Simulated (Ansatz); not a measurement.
**interstitial C in Ta: two geometries relaxed**

Are the two ends of the hop to the nearest equivalent void separate minima, and which lies lower? Each is relaxed from a guess. The host cell (bcc) has 16 atoms; the extra atom is the last.

Method: DFT PBE, plane waves, PAW, scalar-relativistic, no spin polarisation, in Ansatz 0.2.0.

### Step 1. The system as given

The cell holds 17 atoms (CTa16): a = 6.620 Å, b = 6.620 Å, c = 6.620 Å, α = 90.00°, β = 90.00°, γ = 90.00°.

Its coordinates follow in the input file.

### Step 2. End point A

input.yaml reads:

```yaml
crystal:
  lattice:
    - [6.62, 0.0, 0.0]
    - [0.0, 6.62, 0.0]
    - [0.0, 0.0, 6.62]
  atoms:
    - { symbol: Ta, position: [0.0, 0.0, 0.0] }
    - { symbol: Ta, position: [0.5, 0.0, 0.0] }
    - { symbol: Ta, position: [0.0, 0.5, 0.0] }
    - { symbol: Ta, position: [0.0, 0.0, 0.5] }
    - { symbol: Ta, position: [0.25, 0.25, 0.25] }
    - { symbol: Ta, position: [0.5, 0.5, 0.0] }
    - { symbol: Ta, position: [0.5, 0.0, 0.5] }
    - { symbol: Ta, position: [0.75, 0.25, 0.25] }
    - { symbol: Ta, position: [0.0, 0.5, 0.5] }
    - { symbol: Ta, position: [0.25, 0.75, 0.25] }
    - { symbol: Ta, position: [0.25, 0.25, 0.75] }
    - { symbol: Ta, position: [0.5, 0.5, 0.5] }
    - { symbol: Ta, position: [0.75, 0.75, 0.25] }
    - { symbol: Ta, position: [0.75, 0.25, 0.75] }
    - { symbol: Ta, position: [0.25, 0.75, 0.75] }
    - { symbol: Ta, position: [0.75, 0.75, 0.75] }
    - { symbol: C, position: [0.2581892, 0.8682444, 0.0037027] }
basis:
  ecutwfc: 420.0
kpoints:
  mp_grid: { grid: [3, 3, 3] }
hamiltonian:
  xc: pbe
scf:
  occupations: { method: fermi_dirac, width: 0.15 }
  lower_state_search: "off"
relax:
  f_tol: 0.03
  max_steps: 60
  adjacent_minimum: "off"
```

Run with:

```
$ ansatz run input.yaml --threads 4 --pin off --max-ram 10240MiB --backend cpu --events-out ev --progress --plain --runs-dir out
```

The log of the run, cut to the lines that bear on the results:

```text
Warning: RAYON_NUM_THREADS=4 ignored (pool sized by the plan → 4); use --threads N
band count auto-derived: 131 (N_el = 212.0; filled up to band 106; 128 by the electrons, moments and atoms)
[...]
Pseudopotentials: kind: paw
Pseudopotential: Ta, paw, valence charge 13, recommended cutoff 420 eV (normal), Ta.paw.azcp
Pseudopotential: C, paw, valence charge 4, recommended cutoff 420 eV (normal), C.paw.azcp
Functional definition: PBE
[...]
Crystal: 17 atoms, lattice volume = 290.118 Å³
Basis set: ecut = 420 eV, 5695 PW (Γ), exchange–correlation on 90×90×90 points (8 copies of the dense FFT grid, shifted against one another)
Bands: 131, of which v1, the nominal top of the filled ones, is band 106 counted from 1 (105 counted from 0)
Symmetry: 1 space group operations
Space group: P1 (ITA 1), of the structure as read, at distance tolerance 6.6e-5 Å
k-points: 14 of 27 (time reversal used)
[...]
SCF iter   1: F=—  HF=-159164.398869 eV  |F-HF|=—  |Δ(HF+E_count)|=         —  Δρ=6.29e-3  dr2=2.74e-1  ethr=1.77e-3  ⟨swp⟩=5.6  Hψ=7315  notcnv=0
[...]
relax step   1: F+E_penalty+E_count = -159164.36617415 eV  Δ(F+E_penalty+E_count) = +0.000e0 eV  max|allowed force component| = 7.247e0 eV/Å  Δτ_max = 0.0000 Å  (6 SCF iters, dr2 threshold 2.25e-5 eV, accepted)
[...]
relax step   3: F+E_penalty+E_count = -159166.60630387 eV  Δ(F+E_penalty+E_count) = -9.815e-1 eV  max|allowed force component| = 5.667e-1 eV/Å  Δτ_max = 0.1619 Å  (6 SCF iters, dr2 threshold 1.00e-4 eV, accepted)
[...]
relax step   4: F+E_penalty+E_count = -159166.86504153 eV  Δ(F+E_penalty+E_count) = -2.587e-1 eV  max|allowed force component| = 1.743e0 eV/Å  Δτ_max = 0.2000 Å  (6 SCF iters, dr2 threshold 2.01e-5 eV, accepted)
[...]
SCF iter   3: F=—  HF=-159167.252561 eV  |F-HF|=—  |Δ(HF+E_count)|=   1.55e-2  Δρ=1.42e-3  dr2=9.54e-3  ethr=3.90e-5  ⟨swp⟩=2.0  Hψ=2086  notcnv=0
```

### Step 3. The log goes on: end point A relaxed

The log, continued, cut to the lines that bear on the results:

```text
SCF iter   4: F=—  HF=-159167.251011 eV  |F-HF|=—  |Δ(HF+E_count)|=   1.55e-3  Δρ=2.81e-4  dr2=3.12e-4  ethr=4.50e-6  ⟨swp⟩=2.0  Hψ=2440  notcnv=0
[...]
relax step   5: F+E_penalty+E_count = -159167.25095231 eV  Δ(F+E_penalty+E_count) = -3.859e-1 eV  max|allowed force component| = 1.820e0 eV/Å  Δτ_max = 0.1950 Å  (5 SCF iters, dr2 threshold 1.00e-4 eV, accepted)
[...]
relax step   7: F+E_penalty+E_count = -159167.76338754 eV  Δ(F+E_penalty+E_count) = -1.270e-1 eV  max|allowed force component| = 6.848e-2 eV/Å  Δτ_max = 0.1197 Å  (5 SCF iters, dr2 threshold 1.00e-4 eV, accepted)
[...]
relax step   8: F+E_penalty+E_count = -159167.76398544 eV  Δ(F+E_penalty+E_count) = -5.979e-4 eV  max|allowed force component| = 5.447e-3 eV/Å  Δτ_max = 0.0048 Å  (5 SCF iters, accepted)
SCF converged after 5 iterations
Free energy (F): -159167.763985 eV
[...]
E sigma→0 (E₀):  -159167.044050 eV
[...]
    - { symbol: Ta, position: [0.512749258802435, 0.019216784839533763, 0.5002418501421091] }
    - { symbol: Ta, position: [0.7504667741865365, 0.25695211472379065, 0.24210909236715458] }
    - { symbol: Ta, position: [-0.011849087216031954, 0.4946141209495285, 0.5002311453427412] }
    - { symbol: Ta, position: [0.25049890756184157, 0.7568950853435651, 0.29838964604118073] }
    - { symbol: Ta, position: [0.25049965597051377, 0.25696445933140394, 0.7493155016821643] }
    - { symbol: Ta, position: [0.5127906934305196, 0.4946206591078229, 0.5002337355851423] }
    - { symbol: Ta, position: [0.7504863733095494, 0.7569438084562579, 0.2511777990364007] }
    - { symbol: Ta, position: [0.7504860549428835, 0.2569534769696952, 0.75832886797621] }
    - { symbol: Ta, position: [0.2504628910910165, 0.7568990746730596, 0.7019247189446381] }
    - { symbol: Ta, position: [0.7504689274633378, 0.7569437138511022, 0.7493233300744678] }
    - { symbol: C, position: [0.2504649497082298, 0.757066229356344, 0.00016500802972304113] }
```

Run time: 53 s. Hardware: 4 threads of AMD EPYC 9R14 (Zen 4), shared host; peak memory 1.2 GiB.

Step by step:

```
step  energy from step 1 (eV/cell)  largest force component (eV/Å)
   1                        0.0000                          7.2466
   2                       -1.2586                          1.4936
   3                       -2.2401                          0.5667
   4                       -2.4989                          1.7432
   5                       -2.8848                          1.8205
   6                       -3.2702                          1.0035
   7                       -3.3972                          0.0685
   8                       -3.3978                          0.0054
```

Step 1 is the start.

The atom that moved most is C17, by 0.74 Å.

### Step 4. Relaxing end B

The second end starts from a geometry with the move made by hand.

Edit input.yaml of step 2 so:

```diff
@@ -22,3 +22,3 @@
     - { symbol: Ta, position: [0.75, 0.75, 0.75] }
-    - { symbol: C, position: [0.2581892, 0.8682444, 0.0037027] }
+    - { symbol: C, position: [0.12537335, 0.75552982, -0.00122809] }
 basis:
@@ -36 +36,6 @@
   adjacent_minimum: "off"
+output:
+  write_density: true
+  write_potential: true
+  elf: true
+  volumetric_format: npy
```

Run with:

```
$ ansatz run input.yaml --threads 4 --pin off --max-ram 10240MiB --backend cpu --events-out ev --progress --plain --runs-dir out
```

The log of the run, cut to the lines that bear on the results:

```text
Warning: RAYON_NUM_THREADS=4 ignored (pool sized by the plan → 4); use --threads N
band count auto-derived: 131 (N_el = 212.0; filled up to band 106; 128 by the electrons, moments and atoms)
[...]
Pseudopotentials: kind: paw
Pseudopotential: Ta, paw, valence charge 13, recommended cutoff 420 eV (normal), Ta.paw.azcp
Pseudopotential: C, paw, valence charge 4, recommended cutoff 420 eV (normal), C.paw.azcp
Functional definition: PBE
[...]
Crystal: 17 atoms, lattice volume = 290.118 Å³
Basis set: ecut = 420 eV, 5695 PW (Γ), exchange–correlation on 90×90×90 points (8 copies of the dense FFT grid, shifted against one another)
Bands: 131, of which v1, the nominal top of the filled ones, is band 106 counted from 1 (105 counted from 0)
Symmetry: 1 space group operations
Space group: P1 (ITA 1), of the structure as read, at distance tolerance 6.6e-5 Å
k-points: 14 of 27 (time reversal used)
[...]
relax step   9: F+E_penalty+E_count = -159167.76319851 eV  Δ(F+E_penalty+E_count) = -3.440e-6 eV  max|allowed force component| = 5.099e-2 eV/Å  Δτ_max = 0.0000 Å  (3 SCF iters, accepted)
[...]
relax step  10: F+E_penalty+E_count = -159167.76397636 eV  Δ(F+E_penalty+E_count) = -7.779e-4 eV  max|allowed force component| = 8.116e-3 eV/Å  Δτ_max = 0.0044 Å  (6 SCF iters, accepted)
NSCF: frozen V_eff on 14 k-points
[...]
Free energy (F): -159167.763976 eV
[...]
E sigma→0 (E₀):  -159167.044110 eV
Entropy (-TS):   -1.439734 eV (-84.690 meV/atom)
Fermi energy:    18.854606 eV
[...]
--- Forces (eV/Å), atoms counted from 1 ---
  atom   1  Ta     0.00275817    -0.00244404     0.00003098
  atom   2  Ta    -0.00442209    -0.00402942     0.00003606
  atom   3  Ta     0.00257942     0.00215056     0.00005813
  atom   4  Ta     0.00636403    -0.00530243    -0.00006566
  atom   5  Ta    -0.00067013    -0.00051557     0.00322153
  atom   6  Ta    -0.00436433     0.00407834     0.00003679
  atom   7  Ta    -0.00526149    -0.00811627    -0.00007873
  atom   8  Ta     0.00084631     0.00000522    -0.00518298
[...]
```

### Step 5. The output, continued: end point B relaxed

Output, continued, cut to the lines that bear on the results:

```text
  atom  15  Ta    -0.00065444     0.00020021    -0.00301751
  atom  16  Ta     0.00130173     0.00013573    -0.00609276
  atom  17  C     -0.00047574     0.00049792     0.00012901
[...]
--- Band table (eV; the first three rows and the last of 14) ---
[...]
--- Relaxed structure (10 steps of the walk, 10 accepted, 0 SCFs on fresh bases) ---
  F+E_penalty+E_count = -159167.76397636 eV   max|allowed force component| = 8.116e-3 eV/Å
  atoms:
    - { symbol: Ta, position: [0.0014209511769792433, -0.008424969605414067, -7.268938729051432e-5] }
    - { symbol: Ta, position: [0.4839427399720469, -0.0083964081516855, -7.234234914070451e-5] }
    - { symbol: Ta, position: [0.0014197088874355695, 0.5090769932798124, -7.333490717823347e-5] }
    - { symbol: Ta, position: [-0.019702011003020582, 0.012662372304164681, 0.4999283255257773] }
[...]
    - { symbol: Ta, position: [0.5050110165302725, 0.01271159080849715, 0.4999280282504056] }
    - { symbol: Ta, position: [0.7426695851096294, 0.25032351380720347, 0.24187038644821177] }
    - { symbol: Ta, position: [-0.019702944502006138, 0.4879841337737763, 0.4999282725658304] }
    - { symbol: Ta, position: [0.24268241048789968, 0.7503222006042521, 0.2981577983048526] }
    - { symbol: Ta, position: [0.24266532843465768, 0.2503325589605253, 0.7490378512584251] }
    - { symbol: Ta, position: [0.5050156553787161, 0.4879447716395155, 0.4999284120380741] }
    - { symbol: Ta, position: [0.7426474118767599, 0.7503239917102037, 0.25077928619035117] }
    - { symbol: Ta, position: [0.7426682287616602, 0.25032318757487115, 0.7579795910478176] }
    - { symbol: Ta, position: [0.24268376154821292, 0.7503239305486407, 0.7017011477003223] }
    - { symbol: Ta, position: [0.7426481437149677, 0.7503245896830987, 0.7490768268914421] }
    - { symbol: C, position: [0.24269211244061997, 0.7503188030806792, -7.105471414980344e-5] }
```

Wall time 90 s (4 threads of AMD EPYC 9R14 (Zen 4), shared host); peak memory 1.4 GiB.

The steps of the relaxation:

```
step  energy from step 1 (eV/cell)  largest force component (eV/Å)
   1                        0.0000                          6.8140
   2                       -1.1841                          1.4636
   3                       -2.1807                          0.5113
   4                       -2.2346                          0.1899
   5                       -2.3169                          1.2435
   6                       -2.7415                          1.8429
   7                       -3.1693                          1.3863
   8                       -3.3484                          0.0506
   9                       -3.3484                          0.0510
  10                       -3.3492                          0.0081
```

Step 1 is the start. Step 9 solves the same geometry again.

The atom that moved most is C17, by 0.78 Å.

### Step 6. Summary of results

```
                           quantity                    value
                              end A  7 moves, 3.398 eV lower
                              end B  8 moves, 3.349 eV lower
largest difference between the ends                   0.07 Å
            end B relative to end A                +0.000 eV
```

The two relaxations end at one structure, within 0.07 Å: no second minimum was found from this start, which doesn't rule one out. Equivalent sites exist by translation; this start for end B simply lay in end A's basin.
